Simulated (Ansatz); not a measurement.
# Mg2SeS4: the cost of one run

Computed with Ansatz 0.2.0 (DFT PBE, scalar-relativistic, plane waves, PAW, unless a step's input says otherwise).

## 1. The starting structure

Symmetry: R-3m, No. 166, trigonal system. Conventional cell: a = 5.237 Å, b = 5.237 Å, c = 23.785 Å, α = 90.00°, β = 90.00°, γ = 120.00°. Mg (site symmetry 3m) is surrounded by 1 Se at 1.90 Å. Se (site symmetry -3m) has 2 Mg at 1.90 Å as nearest neighbours. S (site symmetry 3m) is surrounded by 3 Mg at 3.15 Å and 3 Se at 3.19 Å. S (site symmetry 3m) has 4 Mg at 3.06 to 3.21 Å as nearest neighbours.

As a file:

```xyz
7
Lattice="2.6185 1.5118 7.9283 -2.6185 1.5118 7.9283 0.0000 -3.0236 7.9283" Properties=species:S:1:pos:R:3 pbc="T T T"
Mg    0.0000    0.0000    1.8992
Mg    0.0000    0.0000   21.8858
Se    0.0000    0.0000    0.0000
S     0.0000    0.0000    8.9467
S     0.0000    0.0000   14.8383
S     0.0000    0.0000    4.9551
S     0.0000    0.0000   18.8299
```

The cell is invented: species swapped into a database cell of K4BeAs2 (R-3m, No. 166), with S on the K sites, Se on the Be sites and Mg on the As sites. Lengths come from tabulated atomic sizes and are only a guess.

## 2. A first look at the guess

input.yaml reads:

```yaml
crystal:
  lattice:
    - [2.6185185, 1.51180236, 7.9283402]
    - [-2.6185185, 1.51180236, 7.9283402]
    - [0.0, -3.02360472, 7.9283402]
  atoms:
    - { symbol: Mg, position: [0.07985, 0.07985, 0.07985] }
    - { symbol: Mg, position: [0.92015, 0.92015, 0.92015] }
    - { symbol: Se, position: [0.0, 0.0, 0.0] }
    - { symbol: S, position: [0.37615001, 0.37615001, 0.37615001] }
    - { symbol: S, position: [0.62384999, 0.62384999, 0.62384999] }
    - { symbol: S, position: [0.20833001, 0.20833001, 0.20833001] }
    - { symbol: S, position: [0.79166999, 0.79166999, 0.79166999] }
basis:
  ecutwfc: 420
kpoints:
  mp_grid: { grid: [6, 6, 6] }
hamiltonian:
  xc: pbe
scf:
  occupations: { method: gaussian, width: 0.1 }
  lower_state_search: "off"
output:
  forces: true
  stress: true
  eigenvalues: true
```

On the command line:

```
> ansatz run input.yaml --threads 1 --pin off --max-ram 2560MiB --backend cpu --events-out ev --progress --plain --runs-dir out
```

What time and memory should one allow on 1 thread of AMD EPYC 7B13 (Zen 3), shared host?

About 6.9 s, with a peak of 0.55 GiB.
